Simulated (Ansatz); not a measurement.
# H6N2O2Zr: shape, modes and thermochemistry

Aim: relax H6N2O2Zr from a cheap starting geometry, then compute its harmonic vibrations to see whether it is a minimum and to get the zero-point energy and entropy, and look at its orbitals and charge.

Program: Ansatz 0.2.0, Gaussian basis. Level of theory: RKS PBE0-D4/def2-TZVP. These are calculated values, not measurements.

Levels to be run: relaxation at PBE0-D4/def2-TZVP; harmonic vibrations at the same level; a single point in def2-TZVPP for the fields.

**1. The starting structure**

SMILES `[NH2][Zr]([NH2])([OH])[OH]`, 11 atoms, charge 0, spin multiplicity 1.

Atoms are counted from 1 here; the program's logs count them from 0.

Bond lengths: N1–Zr2 2.045 Å, N1–H6 1.030 Å, N1–H7 1.030 Å, Zr2–N3 2.039 Å, Zr2–O4 1.898 Å, Zr2–O5 1.896 Å, N3–H8 1.029 Å, N3–H9 1.030 Å, O4–H10 0.966 Å, O5–H11 0.967 Å. Angles: Zr2–N1–H6 114.7°, Zr2–N1–H7 114.3°, H6–N1–H7 105.9°, N1–Zr2–N3 107.7°, N1–Zr2–O4 107.1°, N1–Zr2–O5 111.1°, N3–Zr2–O4 110.1°, N3–Zr2–O5 109.3°, O4–Zr2–O5 111.3°, Zr2–N3–H8 115.6°, Zr2–N3–H9 115.7°, H8–N3–H9 105.9°, Zr2–O4–H10 119.8°, Zr2–O5–H11 121.2°.

The start is a GFN2-xTB geometry. Zr takes the def2 core potential; no spin-orbit term is included.

**2. Geometry optimisation, PBE0-D4/def2-TZVP**

Input file in.yaml:

```yaml
crystal:
  periodic: [false, false, false]
  atoms:
    - {symbol: N, position_ang: [-1.655590, 0.658820, 0.687780]}
    - {symbol: Zr, position_ang: [0.014070, -0.039740, -0.264090]}
    - {symbol: N, position_ang: [1.427820, -0.414400, 1.156250]}
    - {symbol: O, position_ang: [0.607780, 1.334430, -1.430400]}
    - {symbol: O, position_ang: [-0.358860, -1.637440, -1.214960]}
    - {symbol: H, position_ang: [-1.512200, 0.915950, 1.674380]}
    - {symbol: H, position_ang: [-2.451670, 0.005940, 0.680110]}
    - {symbol: H, position_ang: [2.315360, 0.094750, 1.046510]}
    - {symbol: H, position_ang: [1.684150, -1.403520, 1.282180]}
    - {symbol: H, position_ang: [0.144220, 2.182110, -1.448870]}
    - {symbol: H, position_ang: [-0.215080, -1.696880, -2.168890]}
basis:
  gaussian: {orbitals: def2-TZVP}
hamiltonian: {xc: pbe0, dispersion: d4}
relax: {f_tol: 0.005, max_steps: 150}
```

Command:

```sh
ansatz run in.yaml --threads 4 --pin off --events-out ev --progress --plain --max-ram 10444MiB
```

The runs that follow: Force constants and modes; A single point for the fields.

Q: Predict the results of all the runs planned. Wanted: point group; shift from the start; total energy; dispersion term; dipole moment; lowest, highest wavenumber; zero-point energy; HOMO, LUMO.

As calculated:

| quantity | value |
| --- | --- |
| point group | C1 |
| steps | 18 |
| shift from the start (rms) | 0.277 Å |
| total energy | -8453.1729 eV |
| dispersion term | -187 meV |
| dipole moment | 0.39 D |
| lowest, highest wavenumber | 54, 4006 cm⁻¹ |
| zero-point energy | 193.2 kJ/mol |
| entropy at 298.15 K | 409.6 J/(mol K) |
| HOMO, LUMO | -6.73, -0.10 eV |

What this shows: The relaxed geometry lies 0.28 Å (rms) from the start; the bond that changed most is Zr2–O4, from 1.898 to 1.942 Å. No mode is imaginary: a true minimum at this level. The stiffest mode, 4006 cm⁻¹, is an O–H stretch, and 6 modes under 200 cm⁻¹ make the vibrational entropy uncertain. Harmonic hybrid wavenumbers usually lie a few per cent above measured fundamentals. The largest Mulliken charge, +1.70 e, sits on Zr2. The HOMO lies mostly on N1 42 %; N3 30 % and the LUMO on H10, H11 about 13 % each; 4 H atoms about 10 % each.
